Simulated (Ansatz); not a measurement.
**C₂H₆CdFN: a ladder of functionals and wavefunction methods**

Aim: compute C₂H₆CdFN with functionals from several rungs and with coupled cluster. The yardstick is the atomisation energy at the CCSD(T) limit.

Computed with Ansatz 0.2.0, Gaussian basis. Level: functionals in def2-TZVPP, the program's frozen cores in correlated methods.

Levels to be run: LDA (SPW92), PBE-D4, revPBE-D4, BLYP-D4, r2SCAN-D4, B97M-V, PBE0-D4, B3LYP-D4, r2SCANh-D4, r2SCAN0-D4, HSE06-D4, BHLYP-D4, CAM-B3LYP-D4, LC-ωPBE, ωB97X-V, ωB97M-V, B2PLYP, PBE-QIDH; CCSD(T)/def2-SVP; CCSD(T)/def2-TZVPP; MP2/def2-QZVPP; extrapolation to the limit; RPA on PBE.

### Step 1. The relaxed structure

All runs share one geometry, relaxed beforehand with PBE0-D4 in a triple-zeta def2 set. Cd takes the def2 core potential; no spin-orbit term is included.

11 atoms, charge 0, spin multiplicity 1.

Atoms are counted from 1 here; the program's logs count them from 0.

Bond lengths: C1–N2 1.443 Å, C1–H6 1.103 Å, C1–H7 1.100 Å, C1–H8 1.093 Å, N2–C3 1.443 Å, N2–Cd4 1.998 Å, C3–H9 1.103 Å, C3–H10 1.093 Å, C3–H11 1.100 Å, Cd4–F5 1.936 Å. Angles: N2–C1–H6 114.2°, N2–C1–H7 109.5°, N2–C1–H8 111.2°, H6–C1–H7 106.7°, H6–C1–H8 107.9°, H7–C1–H8 107.0°, C1–N2–C3 111.5°, C1–N2–Cd4 118.1°, C3–N2–Cd4 118.1°, N2–C3–H9 114.2°, N2–C3–H10 111.2°, N2–C3–H11 109.5°, H9–C3–H10 107.9°, H9–C3–H11 106.7°, H10–C3–H11 107.0°, N2–Cd4–F5 174.6°.

### Step 2. LDA

This LDA is Slater exchange with PW92 correlation.

in.yaml reads:

```yaml
crystal:
  periodic: [false, false, false]
  atoms:
    - {symbol: C, position_ang: [-1.140348, -0.542278, 0.450319]}
    - {symbol: N, position_ang: [-0.066933, -0.022084, -0.362199]}
    - {symbol: C, position_ang: [1.198235, -0.623074, -0.014114]}
    - {symbol: Cd, position_ang: [-0.091286, 1.921837, -0.823020]}
    - {symbol: F, position_ang: [-0.150962, 3.755403, -1.442525]}
    - {symbol: H, position_ang: [-1.015286, -0.365918, 1.532163]}
    - {symbol: H, position_ang: [-1.209040, -1.631949, 0.313700]}
    - {symbol: H, position_ang: [-2.103349, -0.120492, 0.151117]}
    - {symbol: H, position_ang: [1.507574, -0.453066, 1.031131]}
    - {symbol: H, position_ang: [1.999837, -0.262271, -0.663766]}
    - {symbol: H, position_ang: [1.137057, -1.713008, -0.152207]}
basis:
  gaussian: {orbitals: def2-TZVPP}
hamiltonian: {xc: lda}
output: {orbitals: {seedname: orbitals}}
```

Run with:

```sh
$ ansatz run in.yaml --threads 4 --pin off --events-out ev --progress --plain --max-ram 11315MiB
```

Further steps of the session: PBE-D4 (GGA); revPBE-D4 (GGA); BLYP-D4 (GGA); r2SCAN-D4 (meta-GGA); B97M-V (meta-GGA); B3LYP-D4 (hybrid); r2SCANh-D4 (hybrid); r2SCAN0-D4 (hybrid); HSE06-D4 (hybrid); BHLYP-D4 (hybrid); CAM-B3LYP-D4 (range-separated); LC-ωPBE (range-separated); ωB97X-V (range-separated); ωB97M-V (range-separated); B2PLYP (double hybrid); PBE-QIDH (double hybrid); CCSD(T) in def2-SVP; CCSD(T) in def2-TZVPP; MP2 in def2-QZVPP; RPA on PBE orbitals.

**Question.** What will the summary of the whole plan be? Wanted: atomisation energy, CCSD(T)/CBS; farthest beyond LDA; mean size of error, GGA; mean size of error, meta-GGA; mean size of error, hybrid; mean size of error, range-separated; mean size of error, double hybrid; gap, smallest and largest; T1 diagnostic.

As calculated:

| quantity | value |
| --- | --- |
| atomisation energy, CCSD(T)/CBS | 878.4 kcal/mol |
| functionals within 4.4 kcal/mol (0.5 %) | revPBE-D4, BLYP-D4, r2SCAN-D4, B97M-V, PBE0-D4, B3LYP-D4, HSE06-D4, ωB97M-V |
| farthest beyond LDA | BHLYP-D4 (-31.5 kcal/mol) |
| mean size of error, GGA | 8.3 kcal/mol |
| mean size of error, meta-GGA | 2.6 kcal/mol |
| mean size of error, hybrid | 9.5 kcal/mol |
| mean size of error, range-separated | 6.4 kcal/mol |
| mean size of error, double hybrid | 9.2 kcal/mol |
| gap, smallest and largest | 2.59 eV (LDA (SPW92)), 9.56 eV (LC-ωPBE) |
| T1 diagnostic | 0.0157 |
| triples share of the correlation energy | 3.3 % |

In words: LDA overbinds by 140.6 kcal/mol (16 %). PBE-D4 is off by +22.6 kcal/mol. Double hybrids carry the basis error of their MP2 part in triple zeta, and no dispersion term here, so their miss is partly the set-up's. Taken by rung, meta-GGA functionals do best (2.6 kcal/mol on average) and hybrid ones worst beyond LDA (9.5 kcal/mol). double hybrid functionals lie within the reference's doubt of that worst mean (9.2 kcal/mol), so those two tie. The mean of the hybrids holds BHLYP, with half exact exchange. Misses under about 4.4 kcal/mol are within the doubt on the reference itself, which lacks core-valence correlation, spin-orbit coupling and higher excitations. All levels share the lack of spin-orbit coupling, which lowers the free heavy atoms and so the true binding. Hartree-Fock recovers 70 % of the binding; the rest is correlation. CCSD(T) in def2-SVP is off by -47.3 kcal/mol, which most functionals beat. The gap grows from 2.6 to 9.6 eV across the functionals, mostly with the share of exact exchange. Correlated methods include outer-core shells of Cd, which these sets cover unevenly.
